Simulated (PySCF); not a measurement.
# From one method to the next for InF

Aim: see what other levels and later steps give for InF.

The runs use PySCF 2.14.0; each script names its method and basis.

4 further runs of the same task are left out: 4 for a known fault of the program.

## (1) The system as given

InF: 2 atoms, charge 0, spin multiplicity 1.

Bond lengths: In1–F2 2.105 Å.

## (2) The base run

The input, input.py:

```python
from pyscf import gto, scf, mcscf

mol = gto.M(
    atom='In 0 0 0; F 0 0 2.105',
    basis='x2c-svpall',
    charge=0,
    spin=0,
    verbose=4,
)
mf = scf.ROHF(mol)
mf = mf.sfx2c1e()
mf.kernel()
mc = mcscf.CASCI(mf, 4, 2)
mc.kernel()
mc.analyze()
mf.dip_moment()
print('orbital energies (hartree):', mf.mo_energy[..., max(0, mol.nelec[1]-3):mol.nelec[0]+3].round(4))
```

Run with:

```
$ python input.py
```

The log of this run is left out.

In short: E(SCF) = -5977.220600 Eh, 9 cycles, E(CAS) − E(SCF) = -0.01158 Eh, μ = 3.89 D (of the SCF density).

The bond length is a typed value, not an optimised one.

## (3) Population analysis

Run 1 changes step after the SCF: casci → analyze.

The input, input.py:

```python
from pyscf import gto, scf

mol = gto.M(
    atom='In 0 0 0; F 0 0 2.105',
    basis='x2c-svpall',
    charge=0,
    spin=0,
    verbose=4,
)
mf = scf.ROHF(mol)
mf = mf.sfx2c1e()
mf.kernel()
mf.analyze()
print('orbital energies (hartree):', mf.mo_energy[..., max(0, mol.nelec[1]-3):mol.nelec[0]+3].round(4))
```

Run with:

```
$ python input.py
```

## (4) Gradient

Run 2 changes step after the SCF: casci → gradient.

Changes to input.py since step 2:

```diff
@@ -1,2 +1,2 @@
-from pyscf import gto, scf, mcscf
+from pyscf import gto, scf
 
@@ -12,5 +12,3 @@
 mf.kernel()
-mc = mcscf.CASCI(mf, 4, 2)
-mc.kernel()
-mc.analyze()
+mf.nuc_grad_method().kernel()
 mf.dip_moment()
```

## (5) Hf,lyp (ROKS)

Run 3 changes functional: none (Hartree–Fock) → hf,lyp; SCF type: ROHF → ROKS; step after the SCF: casci → analyze.

The input, input.py:

```python
from pyscf import gto, dft

mol = gto.M(
    atom='In 0 0 0; F 0 0 2.105',
    basis='x2c-svpall',
    charge=0,
    spin=0,
    verbose=4,
)
mf = dft.ROKS(mol, xc='hf,lyp')
mf = mf.sfx2c1e()
mf.kernel()
mf.analyze()
print('orbital energies (hartree):', mf.mo_energy[..., max(0, mol.nelec[1]-3):mol.nelec[0]+3].round(4))
```

## (6) M06l (ROKS)

Run 4 changes functional: none (Hartree–Fock) → m06l; SCF type: ROHF → ROKS; step after the SCF: casci → analyze.

The input, input.py:

```python
from pyscf import gto, dft

mol = gto.M(
    atom='In 0 0 0; F 0 0 2.105',
    basis='x2c-svpall',
    charge=0,
    spin=0,
    verbose=4,
)
mf = dft.ROKS(mol, xc='m06l')
mf = mf.sfx2c1e()
mf.kernel()
mf.analyze()
print('orbital energies (hartree):', mf.mo_energy[..., max(0, mol.nelec[1]-3):mol.nelec[0]+3].round(4))
```

**Question.** What will these runs give? Wanted: for each run, E(SCF); from base; SCF dipole; after the SCF.

**Answer**, as computed:

```tsv
run	E(SCF) (hartree)	from base (eV)	cycles	SCF dipole (D)	after the SCF
base	-5977.220600	0	9	3.89	CASCI correlation -0.315 eV
population analysis	-5977.220600	0.0000	9	3.89	n/a
gradient	-5977.220600	0.0000	9	3.89	n/a
hf,lyp (ROKS)	-5980.045591	not comparable	9	4.10	n/a
m06l (ROKS)	-5980.187230	not comparable	10	3.37	n/a
```

In words: A lower total energy from another functional means nothing by itself. The dearest run is “m06l (ROKS)”, at 5.1 s against 1.4 s.
